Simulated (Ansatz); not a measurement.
# C2H5BClF (SMILES BC(F)CCl) at RPA@PBE/def2-SVP

Aim: the energy change on altering one bond length of C2H5BClF at RPA@PBE/def2-SVP, from 2 runs. 

The results are computed with Ansatz 0.2.0.

123 further runs of the same task are left out: 123 set aside as unsound or not needed.

## Step 1: The structure to begin with

The species is C2H5BClF (10 atoms), meant as a singlet with charge 0. SMILES: `BC(F)CCl`. Geometry: relaxed at PBE0-D4/def2-TZVP. This is one conformer, not always the lowest.

Bond lengths: B1–C2 1.558 Å, C2–F3 1.386 Å, C2–C4 1.509 Å, C4–Cl5 1.782 Å, B1–H6 1.192 Å, B1–H7 1.195 Å, C2–H8 1.109 Å, C4–H9 1.090 Å, C4–H10 1.089 Å. Some angles: B1–C2–F3 113.9°, B1–C2–C4 115.3°, F3–C2–C4 109.7°, C2–C4–Cl5 112.6°, B1–C2–H8 102.6°, F3–C2–H8 107.0°, C4–C2–H8 107.5°, C2–B1–H6 120.8°, C2–B1–H7 118.2°, C2–C4–H9 110.7°.

## Step 2: The energy at RPA@PBE/def2-SVP

Input file job.yaml:

```yaml
crystal:
  periodic: [false, false, false]
  atoms:
    - {symbol: B, position_ang: [-1.309200, -0.711700, -0.281200]}
    - {symbol: C, position_ang: [0.178900, -0.496800, 0.126500]}
    - {symbol: F, position_ang: [0.520300, -1.080300, 1.336000]}
    - {symbol: C, position_ang: [0.655300, 0.934900, 0.100000]}
    - {symbol: Cl, position_ang: [2.428700, 1.067800, 0.206300]}
    - {symbol: H, position_ang: [-2.010300, -1.450800, 0.336900]}
    - {symbol: H, position_ang: [-1.707400, -0.172300, -1.270600]}
    - {symbol: H, position_ang: [0.728500, -1.046200, -0.665100]}
    - {symbol: H, position_ang: [0.248500, 1.491800, 0.943700]}
    - {symbol: H, position_ang: [0.349800, 1.412800, -0.829700]}
basis:
  gaussian: {orbitals: def2-SVP}
hamiltonian: {xc: {name: PBE}}
correlation: {method: rpa, frozen_orbitals: {B: 1, C: 1, Cl: 5, F: 1, H: 0}}
accuracy: high
```

Launch:

```console
$ ansatz run job.yaml --threads 1 --pin off --max-ram 3480MiB --events-out events.jsonl --progress --plain --runs-dir runs
```

The log of the run:

```text
Warning: RAYON_NUM_THREADS=1 ignored (pool sized by the plan → 1); use --threads N
Functional definition: PBE
  name "PBE"
  parameter kappa = 0.804
  parameter beta = 0.06672455060314922
  exchange = pbe_x(kappa = kappa, mu = beta*pi^2/3)
  correlation = pbe_c(beta = beta)
2335 factors; integrals over basis functions are off by at most 4.1e-9 eV
mean field evaluation 1: about -18044.8345 eV, gradient 4.5e1 eV
mean field evaluation 2: about -18044.8299 eV, gradient 4.5e1 eV
mean field evaluation 4: about -18049.9312 eV, gradient 1.1e1 eV
mean field evaluation 8: about -18050.1793 eV, gradient 3.3e-1 eV
mean field evaluation 16: about -18050.1790 eV, gradient 2.9e-5 eV
mean field -18050.17903174 eV, -663.3318445656 hartree, gradient 4.5e-8 eV, S^2 0.000000; 0 other end points of the search recorded, 0 dependent functions left out
9 core orbitals not correlated: weight in the atoms' cores, before any rotation towards them, 1.000 or more for the frozen orbitals, at most 0.000 for the correlated occupied ones
reference -18011.06178230 eV, -661.8943121634 hartree; 15, 15 occupied and 75, 75 virtual orbitals, 2335 factors
Total energy: -18040.97106690 eV, -662.9934580991 hartree
```

Run time: 13 s. Hardware: 1 thread of Arm Neoverse V2, shared host; peak memory 0.44 GiB.

## Step 3: The distorted shape at the same level

Input file molecule.yaml:

```yaml
crystal:
  periodic: [false, false, false]
  atoms:
    - {symbol: B, position_ang: [-1.391646, -0.629284, -0.162451]}
    - {symbol: C, position_ang: [0.096454, -0.414384, 0.245249]}
    - {symbol: F, position_ang: [0.437854, -0.997884, 1.454749]}
    - {symbol: C, position_ang: [0.572854, 1.017316, 0.218749]}
    - {symbol: Cl, position_ang: [2.346254, 1.150216, 0.325049]}
    - {symbol: H, position_ang: [-2.092746, -1.368384, 0.455649]}
    - {symbol: H, position_ang: [-1.789846, -0.089884, -1.151851]}
    - {symbol: H, position_ang: [0.728500, -1.046200, -0.665100]}
    - {symbol: H, position_ang: [0.166054, 1.574216, 1.062449]}
    - {symbol: H, position_ang: [0.267354, 1.495216, -0.710951]}
basis:
  gaussian: {orbitals: def2-SVP}
hamiltonian: {xc: pbe}
correlation: {method: rpa, frozen_orbitals: {B: 1, C: 1, Cl: 5, F: 1, H: 0}}
accuracy: high
```

Launch:

```console
$ ansatz run molecule.yaml --threads 1 --pin off --max-ram 3480MiB --events-out events.jsonl --progress --plain --runs-dir runs
```

The log of the run, shortened:

```text
Warning: RAYON_NUM_THREADS=1 ignored (pool sized by the plan → 1); use --threads N
[... 6 set-up lines as earlier in the session ...]
2340 factors; integrals over basis functions are off by at most 3.5e-9 eV
mean field evaluation 1: about -18044.6703 eV, gradient 4.5e1 eV
mean field evaluation 2: about -18044.6664 eV, gradient 4.5e1 eV
mean field evaluation 4: about -18049.7390 eV, gradient 9.8e0 eV
mean field evaluation 8: about -18049.9603 eV, gradient 2.9e-1 eV
mean field evaluation 16: about -18049.9601 eV, gradient 3.6e-5 eV
mean field -18049.96005867 eV, -663.3237974539 hartree, gradient 1.2e-8 eV, S^2 0.000000; 0 other end points of the search recorded, 0 dependent functions left out
9 core orbitals not correlated: weight in the atoms' cores, before any rotation towards them, 1.000 or more for the frozen orbitals, at most 0.000 for the correlated occupied ones
reference -18010.65846745 eV, -661.8794906162 hartree; 15, 15 occupied and 75, 75 virtual orbitals, 2340 factors
Total energy: -18040.72025725 eV, -662.9842410147 hartree
```

It took 13 s on 1 thread of Arm Neoverse V2, shared host; peak memory 0.45 GiB.

## Step 4: Results

At RPA@PBE/def2-SVP, 9 core orbitals frozen:

| quantity | value |
| --- | --- |
| first shape: total energy | -662.99346 Eh |
| first shape: RPA correlation energy (valence) | -1099.1 mEh |
| distorted shape: total energy | -662.98424 Eh |
| distorted shape: RPA correlation energy (valence) | -1104.8 mEh |
| energy change with the C2–H8 bond stretched from 1.109 to 1.276 Å | 0.251 eV |

What this shows: With the C2–H8 bond stretched from 1.109 to 1.276 Å the energy rises by 0.25 eV (24.2 kJ/mol). The first shape isn't relaxed at this level, so the change isn't measured from a minimum.
